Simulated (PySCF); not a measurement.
# C3H8SeSi: the cost of one run

Computed with PySCF 2.14.0, with density-fitted response routines of our own, on a single molecule in the gas phase. Atoms are numbered from 0 throughout.

### 1 The molecule as given

13 atoms, charge 0, multiplicity 1; geometry from: GFN2-xTB. The atoms were then displaced at random by about 0.01 Å, so the start is not that level's minimum.

Bonds of the start (Å): C0–C1 1.35, C1–C2 1.51, C1–Si3 1.91, Si3–Se4 2.26, C0–H5 1.07, C0–H6 1.06, C2–H7 1.07, C2–H8 1.07, C2–H9 1.07, Si3–H10 1.44, Si3–H11 1.48, Se4–H12 1.41.

### 2 Geometry optimisation at PBE0-D3(BJ)/def2-SVP

What the job is given:

```
{"job": {"xc": "PBE0", "basis": "def2-SVP", "d3": "d3bj", "grid": 1, "shake": 0.01, "kind": "geom"}, "charge": 0, "multiplicity": 1}
C      0.128380    -0.920150     1.520180
C     -0.291100    -0.335300     0.379880
C     -1.351930    -0.957410    -0.497940
Si     0.434070     1.315950    -0.248880
Se     2.127680     2.049950     1.052970
H      0.852860    -0.439720     2.147360
H     -0.294300    -1.830760     1.867610
H     -1.668520    -1.889930    -0.076220
H     -0.935130    -1.135740    -1.465980
H     -2.181930    -0.282540    -0.587300
H      0.901380     1.164600    -1.602470
H     -0.571870     2.395970    -0.152220
H      2.856220     0.848220     1.016900
```

Command:

```bash
> OMP_NUM_THREADS=1 python probes_run.py task.json out
```

This one command runs all jobs of the session in turn.

**Question.** How long does this first job take on 1 thread of Arm Neoverse V1, shared host, and how much memory does it need?

About 85 s, with a peak of 0.51 GiB.
